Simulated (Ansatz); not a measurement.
Here is an Ansatz 0.2.0 calculation.

File input.yaml:

```yaml
crystal:
  lattice:
    - [4.865622, 0.0, 0.0]
    - [0.0, 4.865622, 0.0]
    - [0.0, 0.0, 4.865622]
  atoms:
    - { symbol: Te, position: [0.0, 0.0, 0.0] }
    - { symbol: Sn, position: [0.0, 0.5, 0.5] }
    - { symbol: Sn, position: [0.5, 0.0, 0.5] }
    - { symbol: Sn, position: [0.5, 0.5, 0.0] }
hamiltonian:
  xc: pbesol
  pseudopotentials: { kind: paw_fr }
magnetization:
  noncollinear: true
  spin_orbit: true
kpoints:
  mp_grid: { grid: [6, 6, 6] }
  band_path:
    path:
      - [[0.0, 0.0, 0.0], [0.0, 0.5, 0.0], [0.5, 0.5, 0.0], [0.0, 0.0, 0.0], [0.5, 0.5, 0.5], [0.0, 0.5, 0.0]]
      - [[0.5, 0.5, 0.0], [0.5, 0.5, 0.5]]
    npoints: 14
scf:
  occupations: { method: fermi_dirac, width: 0.05 }
  n_extra_bands: 10
output:
  forces: true
  stress: true
  eigenvalues: true
  fatbands: true
```

Potentials or basis: Ansatz PAW.

Launch:

```sh
$ ansatz run input.yaml --threads 2 --pin off --max-ram 5632MiB --backend cpu --events-out ev --progress --plain --runs-dir out
```

Task: Predict the pressure.

Result: -2.3 GPa.

Task: Estimate the band gap on the k mesh.

Result: None (metal or under the smearing width).

Levels at the corners of the path, in eV from the Fermi level:
```csv
point,band 56,band 57,band 58,band 59,band 60,band 61
Γ,0.22,0.49,0.49,0.49,0.49,1.86
X,-1.57,-1.46,-1.46,-0.32,-0.32,1.64
M,-1.80,-0.73,-0.73,-0.08,-0.08,-0.06
Γ,0.22,0.49,0.49,0.49,0.49,1.86
R,-4.31,2.45,2.45,3.01,3.01,3.01
X,-1.57,-1.46,-1.46,-0.32,-0.32,1.64
M,-1.80,-0.73,-0.73,-0.08,-0.08,-0.06
R,-4.31,2.45,2.45,3.01,3.01,3.01
```

Caveat: the PAW data sets come from PBE, with cores solved anew for the run's functional, which leaves a small shift of forces and pressure.
